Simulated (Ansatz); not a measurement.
# BBrF2H2: the cost of one run

Program: Ansatz 0.2.0. Level of theory: RKS PBE/def2-SVP. These are calculated values, not measurements.

## (1) The structure to begin with

Bond lengths: B1–F2 1.670 Å, B1–F3 1.320 Å, B1–H4 1.190 Å, B1–Br5 2.340 Å, Br5–H6 1.506 Å. Angles: F2–B1–F3 120.0°, F2–B1–H4 120.0°, F2–B1–Br5 71.6°, F3–B1–H4 120.0°, F3–B1–Br5 96.8°, H4–B1–Br5 101.3°, B1–Br5–H6 58.3°.

Structure file:

```xyz
6

B     0.0000    0.0000    0.0000
F     0.0000    0.0000    1.6700
F     1.1431    0.0000   -0.6600
H    -1.0305    0.0000   -0.5950
Br    0.1049    2.2181    0.7379
H     0.0503    1.0645    1.7044
```

## (2) A restrained relaxation towards end A

Springs on the bonds that form and break draw the guess towards this end; the thresholds are loose.

The input, input.yaml:

```yaml
crystal:
  periodic: [false, false, false]
  atoms:
    - { symbol: B, position_ang: [0.0, 0.0, 0.0] }
    - { symbol: F, position_ang: [0.0, 0.0, 1.67] }
    - { symbol: F, position_ang: [1.1431, 0.0, -0.66] }
    - { symbol: H, position_ang: [-1.0305, 0.0, -0.595] }
    - { symbol: Br, position_ang: [0.1049, 2.2181, 0.7379] }
    - { symbol: H, position_ang: [0.0503, 1.0645, 1.7044] }
basis:
  gaussian: { orbitals: def2-SVP }
hamiltonian:
  xc: pbe
relax:
  f_tol: 0.15
  max_steps: 25
  restrain:
    - { distance: [0, 4], at: 3.24, k: 30.0 }
    - { distance: [5, 1], at: 2.12, k: 30.0 }
    - { distance: [0, 1], at: 1.32, k: 30.0 }
    - { distance: [5, 4], at: 1.55, k: 30.0 }
```

Started as:

```sh
$ ansatz run input.yaml --threads 2 --pin off --max-ram 3072MiB --backend cpu --events-out ev --progress --plain --runs-dir out
```

What time and memory should one allow on 2 threads of Arm Neoverse V1, shared host?

About 8.8 s, with a peak of 0.12 GiB.
